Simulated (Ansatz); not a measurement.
# C2H7AlFN: the cost of one run

Program: Ansatz 0.2.0. Level of theory: RKS PBE0/def2-SVP. These are calculated values, not measurements.

### Step 1. The system as given

Bond lengths: C1–Al2 1.959 Å, Al2–C3 1.999 Å, C3–N4 1.453 Å, C3–F5 1.357 Å, C1–H6 1.089 Å, C1–H7 1.082 Å, C1–H8 1.165 Å, Al2–H9 1.637 Å, C3–H10 1.152 Å, N4–H11 1.004 Å, N4–H12 1.010 Å. Angles (14 of 18 angles, heavy atoms first): C1–Al2–C3 119.7°, Al2–C3–N4 111.8°, Al2–C3–F5 110.1°, N4–C3–F5 112.0°, C1–Al2–H9 119.2°, C3–Al2–H9 121.1°, Al2–C1–H6 111.7°, Al2–C1–H7 110.9°, Al2–C1–H8 105.9°, Al2–C3–H10 106.7°, N4–C3–H10 106.7°, F5–C3–H10 109.3°, C3–N4–H11 110.7°, C3–N4–H12 108.6°.

Coordinates:

```xyz
12

C    -1.6793   -0.8174    0.9942
Al    0.0939    0.0139    1.0594
C     0.8491    0.8632   -0.5845
N     1.0310   -0.1022   -1.6557
F     0.0737    1.9087   -0.9688
H    -1.9913   -1.1788    1.9725
H    -1.7216   -1.5751    0.2231
H    -2.4201    0.0329    0.7021
H     0.9388   -0.0147    2.4609
H     1.8983    1.2498   -0.3064
H     1.6705   -0.8244   -1.3782
H     1.3340    0.3890   -2.4846
```

### Step 2. Relaxing end A

File input.yaml:

```yaml
crystal:
  periodic: [false, false, false]
  atoms:
    - { symbol: C, position_ang: [-1.6793, -0.8174, 0.9942] }
    - { symbol: Al, position_ang: [0.0939, 0.0139, 1.0594] }
    - { symbol: C, position_ang: [0.8491, 0.8632, -0.5845] }
    - { symbol: "N", position_ang: [1.031, -0.1022, -1.6557] }
    - { symbol: F, position_ang: [0.0737, 1.9087, -0.9688] }
    - { symbol: H, position_ang: [-1.9913, -1.1788, 1.9725] }
    - { symbol: H, position_ang: [-1.7216, -1.5751, 0.2231] }
    - { symbol: H, position_ang: [-2.4201, 0.0329, 0.7021] }
    - { symbol: H, position_ang: [0.9388, -0.0147, 2.4609] }
    - { symbol: H, position_ang: [1.8983, 1.2498, -0.3064] }
    - { symbol: H, position_ang: [1.6705, -0.8244, -1.3782] }
    - { symbol: H, position_ang: [1.334, 0.389, -2.4846] }
basis:
  gaussian: { orbitals: def2-SVP }
hamiltonian:
  xc: pbe0
relax:
  f_tol: 0.015
  max_steps: 40
```

On the command line:

```
ansatz run input.yaml --threads 2 --pin off --max-ram 3072MiB --backend cpu --events-out ev --progress --plain --runs-dir out
```

What time and memory should one allow on 2 threads of Intel Xeon Platinum 8488C (Sapphire Rapids), shared host?

About 68 s, with a peak of 0.25 GiB.
